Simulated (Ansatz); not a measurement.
# Cl₂H₂S₂Ti: up Jacob's ladder to CCSD(T)

An exercise on one series of results from a longer session: the logs are not shown, and one member is left open.

The runs use Ansatz 0.2.0, Gaussian basis; functionals in def2-TZVPP, the program's frozen cores in correlated methods.

Levels to be run: LDA (SPW92), PBE-D4, revPBE-D4, BLYP-D4, r2SCAN-D4, B97M-V, PBE0-D4, B3LYP-D4, r2SCANh-D4, r2SCAN0-D4, HSE06-D4, BHLYP-D4, CAM-B3LYP-D4, LC-ωPBE, ωB97X-V, ωB97M-V, B2PLYP, PBE-QIDH; CCSD(T)/def2-SVP; CCSD(T)/def2-TZVPP; MP2/def2-QZVPP; extrapolation to the limit; RPA on PBE.

### The relaxed structure

The geometry comes from an earlier relaxation with PBE0-D4 in a triple-zeta def2 set; it is a stationary point, not always the lowest conformer.

SMILES `[SH][Ti]([SH])([Cl])[Cl]`, 7 atoms, charge 0, spin multiplicity 1.

Atoms are counted from 1 here; the program's logs count them from 0.

Bond lengths: S1–Ti2 2.252 Å, S1–H6 1.350 Å, Ti2–S3 2.259 Å, Ti2–Cl4 2.174 Å, Ti2–Cl5 2.181 Å, S3–H7 1.350 Å. Angles: Ti2–S1–H6 89.2°, S1–Ti2–S3 103.0°, S1–Ti2–Cl4 108.0°, S1–Ti2–Cl5 112.1°, S3–Ti2–Cl4 110.8°, S3–Ti2–Cl5 109.4°, Cl4–Ti2–Cl5 113.0°, Ti2–S3–H7 90.9°.

The first run:

Input file in.yaml:

```yaml
crystal:
  periodic: [false, false, false]
  atoms:
    - {symbol: S, position_ang: [-1.911717, 0.527191, 0.913249]}
    - {symbol: Ti, position_ang: [-0.167630, -0.064142, -0.382165]}
    - {symbol: S, position_ang: [1.214633, -1.107739, 1.068758]}
    - {symbol: Cl, position_ang: [-0.890518, -1.450716, -1.892262]}
    - {symbol: Cl, position_ang: [0.847245, 1.669101, -1.233473]}
    - {symbol: H, position_ang: [-1.195201, 1.578730, 1.365007]}
    - {symbol: H, position_ang: [2.164387, -1.220426, 0.115286]}
basis:
  gaussian: {orbitals: def2-TZVPP}
hamiltonian: {xc: lda}
output: {orbitals: {seedname: orbitals}}
```

Started as:

```
$ ansatz run in.yaml --threads 4 --pin off --events-out ev --progress --plain --max-ram 10444MiB
```

Among the steps run: LDA; PBE-D4 (GGA); revPBE-D4 (GGA); BLYP-D4 (GGA); r2SCAN-D4 (meta-GGA); B97M-V (meta-GGA); B3LYP-D4 (hybrid); r2SCANh-D4 (hybrid); r2SCAN0-D4 (hybrid); HSE06-D4 (hybrid); BHLYP-D4 (hybrid); CAM-B3LYP-D4 (range-separated); LC-ωPBE (range-separated); ωB97X-V (range-separated); ωB97M-V (range-separated); B2PLYP (double hybrid); PBE-QIDH (double hybrid).

One of the session's tables, all rows but one given; the rest of the session is left out.

It belongs to the step «Orbital energies across the functionals». 

| functional | HOMO (eV) | LUMO (eV) | gap (eV) |
| --- | --- | --- | --- |
| LDA (SPW92) | -7.05 | -4.45 | 2.61 |
| PBE-D4 | ? | ? | ? |
| revPBE-D4 | -6.86 | -4.17 | 2.69 |
| BLYP-D4 | -6.73 | -4.09 | 2.64 |
| r2SCAN-D4 | -7.22 | -4.21 | 3.01 |
| B97M-V | -7.28 | -4.18 | 3.10 |
| PBE0-D4 | -8.12 | -3.36 | 4.76 |
| B3LYP-D4 | -7.86 | -3.56 | 4.29 |
| r2SCANh-D4 | -7.66 | -3.86 | 3.80 |
| r2SCAN0-D4 | -8.32 | -3.32 | 5.01 |
| HSE06-D4 | -7.72 | -3.73 | 3.99 |
| BHLYP-D4 | -9.17 | -2.25 | 6.92 |
| CAM-B3LYP-D4 | -9.39 | -2.28 | 7.11 |
| LC-ωPBE | -10.80 | -1.31 | 9.49 |
| ωB97X-V | -10.43 | -1.27 | 9.15 |
| ωB97M-V | -10.24 | -1.22 | 9.02 |

Estimate the missing values for PBE-D4.

As computed: HOMO (eV): -6.91; LUMO (eV): -4.24; gap (eV): 2.67. In the column «HOMO (eV)» it lies between LDA (SPW92) (-7.05) and revPBE-D4 (-6.86).
